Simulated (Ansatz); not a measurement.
# RbLuSe2: response to strain

RbLuSe2 is deformed so: equal xx and yy strain of -1 %. What stress and forces result, by LAPW, PAW and all-electron datasets made for the crystal?

Method: DFT PBEsol, scalar-relativistic, in Ansatz 0.2.0.

## 1. The structure to begin with

It takes space group R-3m (No. 166, trigonal). The conventional cell has a = 4.129 Å, b = 4.129 Å, c = 23.614 Å, α = 90.00°, β = 90.00°, γ = 120.00°. Rb (site symmetry -3m) has 6 Se at 3.38 Å in its first shell of neighbours. Around Lu (site symmetry -3m) lie 6 Se at 2.84 Å. Se (site symmetry 3m) has 3 Lu at 2.84 Å and 3 Rb at 3.38 Å in its first shell of neighbours.

Structure file:

```
Rb Lu Se
1.0
     2.06470    1.19206    7.87133
    -2.06470    1.19206    7.87133
     0.00000   -2.38411    7.87133
Rb Lu Se
1 1 2
Direct
  0.00000 0.00000 0.00000
  0.50000 0.50000 0.50000
  0.23179 0.23179 0.23179
  0.76821 0.76821 0.76821
```

Atoms are numbered in the order of the input: Rb1, Lu2, Se3, Se4.

## 2. The deformed structure

Space group R-3m before, R-3m after.

## 3. All-electron LAPW

input.yaml reads:

```yaml
crystal:
  lattice:
    - [2.0440540069, 1.1801351311, 7.87133]
    - [-2.0440540069, 1.1801351311, 7.87133]
    - [0.0, -2.3602702622, 7.87133]
  atoms:
    - { symbol: Rb, position: [0.0, 0.0, 0.0] }
    - { symbol: Lu, position: [0.5, 0.5, 0.5] }
    - { symbol: Se, position: [0.23179, 0.23179, 0.23179] }
    - { symbol: Se, position: [0.76821, 0.76821, 0.76821] }
kpoints:
  mp_grid: { grid: [7, 7, 7] }
  band_path:
    path:
      - [0.0, 0.0, 0.0]
      - [0.5, 0.5, 0.5]
      - [0.8183476698, 0.1816523302, 0.5]
      - [0.5, -0.1816523302, 0.1816523302]
      - [0.5, 0.0, 0.0]
      - [0.0, 0.0, 0.0]
      - [0.3408261651, -0.3408261651, 0.0]
      - [0.6591738349, 0.0, 0.3408261651]
      - [0.5, 0.0, 0.5]
    npoints: 5
scf:
  occupations: { method: fermi_dirac, width: 0.03 }
hamiltonian:
  xc: pbesol
  pseudopotentials: { kind: all_electron, lapw: { basis_error: 0.001 } }
output:
  forces: true
  stress: true
  eigenvalues: true
```

Run with:

```
$ ansatz run input.yaml --threads 1 --pin off --max-ram 4096MiB --backend cpu --events-out ev --progress --plain --runs-dir out
```

## 4. Frozen-core PAW

input.yaml reads:

```yaml
crystal:
  lattice:
    - [2.0440540069, 1.1801351311, 7.87133]
    - [-2.0440540069, 1.1801351311, 7.87133]
    - [0.0, -2.3602702622, 7.87133]
  atoms:
    - { symbol: Rb, position: [0.0, 0.0, 0.0] }
    - { symbol: Lu, position: [0.5, 0.5, 0.5] }
    - { symbol: Se, position: [0.23179, 0.23179, 0.23179] }
    - { symbol: Se, position: [0.76821, 0.76821, 0.76821] }
kpoints:
  mp_grid: { grid: [7, 7, 7] }
scf:
  occupations: { method: fermi_dirac, width: 0.03 }
hamiltonian:
  xc: pbesol
  pseudopotentials: { kind: paw }
output:
  forces: true
  stress: true
  eigenvalues: true
  efg: { contact_densities: true }
  write_density: true
  write_potential: true
  elf: true
  volumetric_format: npy
```

## 5. Datasets made for this crystal

Changes to input.yaml since step 4:

```diff
@@ -16,3 +16,3 @@
   xc: pbesol
-  pseudopotentials: { kind: paw }
+  pseudopotentials: { kind: all_electron, datasets: crystal }
 output:
@@ -22,5 +22 @@
   efg: { contact_densities: true }
-  write_density: true
-  write_potential: true
-  elf: true
-  volumetric_format: npy
```

(Steps that only read results are left out.)

What does the calculation give? Wanted: pressure; largest shear or deviatoric stress.

The runs gave:

| quantity | value |
| --- | --- |
| pressure | LAPW -0.18, PAW -0.19, crystal datasets -0.18 GPa |
| largest shear or deviatoric stress (LAPW) | 0.18 GPa |

In words: The largest part of the stress beyond the pressure is 0.18 GPa in size, in the zz component; the atoms are carried along and not relaxed. No run of the undeformed cell stands beside it, so pressure and stress hold what the given cell had before the change, as far as its symmetry allows. PAW: stress within 0.01 GPa of LAPW, forces within 1 meV/Å. Crystal datasets: stress within 0.01 GPa of LAPW, forces within 1 meV/Å. Spin-orbit coupling is left out, though the cell holds Lu; in elements this heavy it can shift bands and gaps by tenths of an eV.

The gaps are Kohn-Sham values of a semilocal functional, not quasiparticle or optical gaps. Such gaps usually fall short of the measured ones.
